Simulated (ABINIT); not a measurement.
A run of ABINIT 10.8.3 (patched build) is set up as follows.

run.abi

```
pp_dirpath "./"
pseudos "Zn.hgh, P.hgh"

acell 3.975518 3.975518 3.975518 Angstrom
rprim
     1.0000000000     0.0000000000     0.0000000000
     0.0000000000     1.0000000000     0.0000000000
     0.0000000000     0.0000000000     1.0000000000
ntypat 2
znucl 30 15
natom 4
typat 1 1 1 2
xred
     0.5000000000     0.5000000000     0.0000000000
     0.5000000000     0.0000000000     0.5000000000
     0.0000000000     0.5000000000     0.5000000000
     0.0000000000     0.0000000000     0.0000000000

ecut 18.0

kptopt 1
ngkpt 5 5 5
nshiftk 1
shiftk 0.0 0.0 0.0

ixc 7

nband 20
occopt 3
tsmear 0.00183747

nspinor 2
nspden 1
so_psp 2*1

nstep 100
tolvrs 1.0e-10

iomode 3
prtwf 0
prtden 0
prteig 0
prtebands 0
enunit 1
```

Potentials or basis: HGH LDA.

Command:

```sh
$ abinit run.abi > log 2>&1
```

Q: Predict the pressure.

A: -20.6 GPa.

Q: Predict the band gap on the k mesh.

A: None (metal or under the smearing width).

Caveat: so large a pressure means that the cell lies far from this level's equilibrium, or that cutoff or potentials fall short; HGH potentials are hard and often keep d shells in the core, so these values are rough.
